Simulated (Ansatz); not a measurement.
# CH₅FSnZn: basis-set convergence

Aim: see how fast density functionals converge with the basis set for CH₅FSnZn.

Computed with Ansatz 0.2.0, Gaussian basis. Level: one geometry, several basis sets.

Plan: PBE0-D4/def2-SVP; ωB97M-V/def2-SVP; PBE0-D4/def2-QZVPP; ωB97M-V/def2-QZVPP; the functionals' def2-TZVPP values are taken from earlier runs.

## 1. The relaxed structure

An earlier PBE0-D4 in a triple-zeta def2 set relaxation fixed the geometry. Sn takes the def2 core potential; no spin-orbit term is included.

SMILES `[CH3][SnH2][Zn][F]`, 9 atoms, charge 0, spin multiplicity 1.

Atoms are counted from 1 here; the program's logs count them from 0.

Bond lengths: C1–Sn2 2.147 Å, C1–H5 1.090 Å, C1–H6 1.090 Å, C1–H7 1.090 Å, Sn2–Zn3 2.544 Å, Sn2–H8 1.712 Å, Sn2–H9 1.713 Å, Zn3–F4 1.767 Å. Angles: Sn2–C1–H5 109.3°, Sn2–C1–H6 110.1°, Sn2–C1–H7 110.1°, H5–C1–H6 109.1°, H5–C1–H7 109.1°, H6–C1–H7 109.1°, C1–Sn2–Zn3 112.3°, C1–Sn2–H8 108.7°, C1–Sn2–H9 108.7°, Zn3–Sn2–H8 109.9°, Zn3–Sn2–H9 109.8°, H8–Sn2–H9 107.2°, Sn2–Zn3–F4 179.4°.

## 2. PBE0-D4 in def2-SVP

in.yaml

```yaml
crystal:
  periodic: [false, false, false]
  atoms:
    - {symbol: C, position_ang: [0.295140, 1.525111, 0.198529]}
    - {symbol: Sn, position_ang: [0.314251, -0.451637, -0.638262]}
    - {symbol: Zn, position_ang: [-1.088378, -2.086981, 0.715013]}
    - {symbol: F, position_ang: [-2.066094, -3.210423, 1.666348]}
    - {symbol: H, position_ang: [0.910096, 2.181847, -0.416821]}
    - {symbol: H, position_ang: [0.695688, 1.506292, 1.211657]}
    - {symbol: H, position_ang: [-0.723714, 1.910424, 0.224241]}
    - {symbol: H, position_ang: [-0.271491, -0.373786, -2.245585]}
    - {symbol: H, position_ang: [1.934513, -1.000856, -0.715120]}
basis:
  gaussian: {orbitals: def2-SVP}
hamiltonian: {xc: pbe0, dispersion: d4}
output: {orbitals: {seedname: orbitals}}
```

The run is started by

```sh
> ansatz run in.yaml --threads 4 --pin off --events-out ev --progress --plain --max-ram 10444MiB
```

The runs that follow: ωB97M-V in def2-SVP; PBE0-D4 in def2-QZVPP; ωB97M-V in def2-QZVPP.

**Question.** What will the summary of the whole plan be? Wanted: PBE0-D4: double and triple zeta above quadruple; ωB97M-V: double and triple zeta above quadruple.

**Answer**, as computed:

| quantity | value |
| --- | --- |
| PBE0-D4: double and triple zeta above quadruple | 13.57, 1.50 eV |
| ωB97M-V: double and triple zeta above quadruple | 13.74, 1.46 eV |

In words: PBE0-D4 gains 12.07 eV from double to triple zeta, then 1.50 eV more. Total energies overstate the basis error of differences, where much of it tends to cancel. The LUMO of ωB97M-V is positive and keeps falling with the basis (0.91 to 0.17 eV): an unbound level that the basis holds in place.
